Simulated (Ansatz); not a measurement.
The system is CsLi2.

```
Cs Li
1.0
     3.96633    0.00000    0.00000
    -1.98317    3.43495    0.00000
     0.00000    0.00000   10.02838
Cs Li
1 2
Direct
  0.00000 0.00000 0.00000
  0.33333 0.66667 0.34863
  0.33333 0.66667 0.65137
```

The cell was built by a generator and needn't be a form met in nature.

* Program: Ansatz 0.2.0
* Task: relaxation of cell and atoms
* Functional: PBEsol
* Potentials or basis: Ansatz PAW
* Cutoff: 420 eV (not typed: the program's choice for these potentials)
* k mesh: 6 × 6 × 3
* Occupations: fermi-dirac, width 0.05 eV
* Spin: no spin polarisation

At the start: volume 45.54 Å³/atom.

Task: How do energy, volume and symmetry change on relaxing?

Result: It ends after 6 steps and the volume is 42.07 Å³/atom (-7.6 %); space group P-6m2 (No. 187, to 0.05 Å).

The path:
| step | energy change (eV) | largest force (eV/Å) | volume (Å³) |
| --- | --- | --- | --- |
| 1 | 0.0000 | 0.0101 | 136.63 |
| 2 | -0.0035 | 0.0149 | 134.51 |
| 3 | -0.0103 | 0.0087 | 125.89 |
| 4 | -0.0103 | 0.0113 | 126.27 |
| 5 | -0.0104 | 0.0007 | 126.20 |
| 6 | -0.0103 | 0.0007 | 126.20 |

Final structure:
```xyz
3
Lattice="3.8420 0.0000 0.0000 -1.9210 3.3273 0.0000 0.0000 0.0000 9.8724" Properties=species:S:1:pos:R:3 pbc="T T T"
Cs    0.0000    0.0000    0.0000
Li    0.0000    2.2182    3.4553
Li    0.0000    2.2182    6.4171
```

Caveat: the plane-wave basis is chosen anew once the cell has moved, so the energies of steps on either side of that aren't comparable; the PAW data sets come from PBE, with cores solved anew for the run's functional, which leaves a small shift of forces and pressure.
